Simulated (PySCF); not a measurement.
# C3H9BrSn (SnBrMe3): the cost of one run

Computed with PySCF 2.14.0 and routines of our own; the level stands in each step. Atoms count from 0.

## Step 1: The starting structure

14 atoms, charge 0, multiplicity 1; geometry from: GFN2-xTB.

## Step 2: Relaxing the molecule at PBE0-D3(BJ)/def2-SVP

The job: settings as JSON, then the geometry in Å.

```
{"job": {"xc": "PBE0", "basis": "def2-SVP", "d3": "d3bj", "grid": 1, "maxiter": 30, "shake": 0.03, "kind": "geom"}, "charge": 0, "multiplicity": 1}
Sn     0.062770    -0.074230     0.357270
Br    -0.007670     0.002180     2.847820
C      2.075050    -0.000450    -0.235830
H      2.729050     0.865150     0.234150
H      2.228480     0.046390    -1.318730
H      2.593630    -0.890240     0.137030
C     -1.047920     1.840070    -0.204560
H     -2.038880     1.828310     0.176410
H     -1.124890     1.955240    -1.225740
H     -0.570600     2.699260     0.238780
C     -1.087810    -1.864020    -0.159610
H     -2.062760    -1.809390     0.203350
H     -0.642730    -2.674000     0.234170
H     -1.125130    -1.968070    -1.241280
```

Launch:

```console
$ OMP_NUM_THREADS=1 python heavy_run.py task.json out
```

One launch serves the whole session: the jobs run in the order shown.

**Question.** How long does this first job take on 1 thread of Arm Neoverse V1, shared host, and how much memory does it need?

About 95 s, with a peak of 0.54 GiB.
